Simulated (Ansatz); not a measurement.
The system is HPbNO4.

```
H Pb N O
1.0
     4.27531   -0.00040    0.00636
    -2.08399    5.20775   -0.04907
    -2.12377   -1.86574    4.91491
H Pb N O
1 1 1 4
Direct
  0.99073 0.03330 0.90994
  0.50274 0.81989 0.14287
  0.00838 0.47408 0.50265
  0.99816 0.92741 0.02877
  0.19467 0.73435 0.60852
  0.81673 0.35882 0.24556
  0.01381 0.33121 0.65217
```

The cell was built by a generator and needn't be a form met in nature.

* Program: Ansatz 0.2.0
* Task: single point
* Functional: PBE
* Potentials or basis: Ansatz PAW soft_1
* Cutoff: 420 eV (not typed: the program's choice for these potentials)
* k mesh: 8 × 6 × 6
* Occupations: fermi-dirac, width 0.05 eV
* Spin: no spin polarisation

On this cell: pressure 0.1 GPa; largest force 0.023 eV/Å; band gap on the k mesh 2.82 eV, indirect (least direct gap 3.16 eV).

The same run follows on a disturbed copy (atoms moved at random, drawn with an rms of 0.05 Å):

```
H Pb N O
1.0
     4.27531   -0.00040    0.00636
    -2.08399    5.20775   -0.04907
    -2.12377   -1.86574    4.91491
H Pb N O
1 1 1 4
Cartesian
  2.1747 -1.5632 4.5058
  0.1175 3.9633 0.6872
  -1.9727 1.5530 2.4492
  2.2871 4.7446 0.0830
  -2.0428 2.6346 2.9537
  2.2361 1.4521 1.1918
  -2.0702 0.4914 3.1756
```

**Question.** What does the disturbed cell give?

**Answer.** The energy moves by +35.4 meV/atom; pressure 2.6 GPa; largest force 4.068 eV/Å; band gap on the k mesh 2.92 eV, indirect (least direct gap 3.30 eV).

Forces on the atoms (eV/Å):
```
H    0.029  1.420 -0.958
Pb   0.097  0.176 -0.006
N   -1.792 -3.491 -1.075
O   -0.190 -1.470  1.013
O    0.571  3.557  1.737
O    0.611 -0.394 -0.407
O    0.675  0.201 -0.303
```

Stress tensor (GPa, compression positive):
```
-0.82 -0.50 -0.25
-0.50  6.15  1.85
-0.25  1.85  2.36
```

Caveats: spin-orbit coupling is left out, which as a rule narrows the gap of such compounds by several tenths of an eV.

A k mesh can miss the band edges.
